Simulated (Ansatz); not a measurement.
# InH4NCl4: the cost of one run

Computed with Ansatz 0.2.0 (DFT, PBE, plane-wave PAW, default files, scalar-relativistic, as far as a step names no other, unless a step's input says otherwise).

1 further run of the same task is left out (it didn't finish).

## (1) The structure to begin with

It takes space group I4_1/a (No. 88, tetragonal). The conventional cell has a = 7.164 Å, b = 7.164 Å, c = 15.649 Å, α = 90.00°, β = 90.00°, γ = 90.00°. Around In (site symmetry -4) lie 4 Cl at 2.40 Å. H (site symmetry 1) is surrounded by 1 N at 1.03 Å. Around N (site symmetry -4) lie 4 H at 1.03 Å. Cl (site symmetry 1) has 1 In at 2.40 Å as nearest neighbours.

As a file:

```
In H N Cl
1.0
    -3.58219    3.58219    7.82474
     3.58219   -3.58219    7.82474
     3.58219    3.58219   -7.82474
In H N Cl
2 8 2 8
Cartesian
  0.0000 0.0000 7.8247
  3.5822 0.0000 3.9124
  0.0189 4.4195 4.5139
  -0.8373 3.6011 3.3109
  0.8373 3.5633 3.3109
  3.6011 -2.7449 7.2232
  -0.0189 2.7449 4.5139
  6.3271 0.0189 0.6015
  0.8373 -0.0189 0.6015
  3.5633 2.7449 7.2232
  0.0000 3.5822 3.9124
  0.0000 0.0000 0.0000
  1.8760 4.6337 1.3220
  2.5307 -1.7062 5.2343
  2.5307 1.8760 -1.3220
  1.7062 -1.0515 9.1467
  1.8760 1.0515 2.5904
  4.6337 1.7062 5.2343
  1.0515 1.7062 6.5028
  5.2884 -1.0515 2.5904
```

## (2) Single point at the given positions

input.yaml reads:

```yaml
crystal:
  lattice:
    - [-3.582192, 3.582192, 7.824738]
    - [3.582192, -3.582192, 7.824738]
    - [3.582192, 3.582192, -7.824738]
  atoms:
    - { symbol: In, position: [0.5, 0.5, 0.0] }
    - { symbol: In, position: [0.25, 0.75, 0.5] }
    - { symbol: H, position: [0.905307, 0.291073, 0.619509] }
    - { symbol: H, position: [0.714202, 0.094693, 0.385766] }
    - { symbol: H, position: [0.708927, 0.328436, 0.614234] }
    - { symbol: H, position: [0.078436, 0.964202, 0.119509] }
    - { symbol: H, position: [0.671564, 0.285798, 0.380491] }
    - { symbol: H, position: [0.041073, 0.921564, 0.885766] }
    - { symbol: H, position: [0.035798, 0.155307, 0.114234] }
    - { symbol: H, position: [0.844693, 0.958927, 0.880491] }
    - { symbol: "N", position: [0.75, 0.25, 0.5] }
    - { symbol: "N", position: [0.0, 0.0, 0.0] }
    - { symbol: Cl, position: [0.731239, 0.346321, 0.908614] }
    - { symbol: Cl, position: [0.096321, 0.687707, 0.115082] }
    - { symbol: Cl, position: [0.177375, 0.268761, 0.615082] }
    - { symbol: Cl, position: [0.437707, 0.822625, 0.091386] }
    - { symbol: Cl, position: [0.312293, 0.427375, 0.408614] }
    - { symbol: Cl, position: [0.572625, 0.981239, 0.884918] }
    - { symbol: Cl, position: [0.653679, 0.562293, 0.384918] }
    - { symbol: Cl, position: [0.018761, 0.903679, 0.591386] }
kpoints:
  mp_grid: { grid: [6, 6, 6] }
scf:
  occupations: { method: fermi_dirac, width: 0.02 }
hamiltonian:
  xc: pbe
  pseudopotentials: { kind: paw }
output:
  forces: true
  stress: true
  populations: true
  efg:
    quadrupole_moments_barn: { In: 0.772, H: 0.00285783, "N": 0.02044, Cl: -0.08112 }
    contact_densities: true
```

Command:

```sh
$ ansatz run input.yaml --threads 1 --pin off --max-ram 2560MiB --backend cpu --events-out ev --progress --plain --runs-dir out
```

What time and memory should one allow on 1 thread of Arm Neoverse V2, shared host?

About 80 s, with a peak of 1.1 GiB.
